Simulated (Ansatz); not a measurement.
# GaGe in Ansatz: the effect of functional

GaGe:

```
Ge Ga
1.0
     0.00000    2.91704    2.91704
     2.91704    0.00000    2.91704
     2.91704    2.91704    0.00000
Ge Ga
1 1
Cartesian
  0.0000 0.0000 0.0000
  1.4585 1.4585 1.4585
```

The cell comes from a database or a generator and needn't be the stable form of this composition.

The cell isn't the ideal one: volume scaled by 1.02.

Alike in all runs:

```yaml
Program: Ansatz 0.2.0
Task: single point
Potentials_or_basis: Ansatz PAW
k_mesh: 8 × 8 × 8
Occupations: fermi-dirac, width 0.05 eV
Spin: no spin polarisation
```

Q: One run gave: pressure -4.9 GPa. Which functional did it use?
A. r2SCAN
B. LDA
C. PBEsol

A: B.

```csv
functional,cutoff,pressure (GPa)
LDA,420 eV (not typed: the program's choice for these potentials),-4.9
PBEsol,420 eV (not typed: the program's choice for these potentials),-3.2
r2SCAN,500 eV (not typed: the program's choice for these potentials),-3.1
```

Caveats: the PAW data sets come from PBE, with cores solved anew for the run's functional, which leaves a small shift of forces and pressure.

Runs at the PBE level aren't shown here.
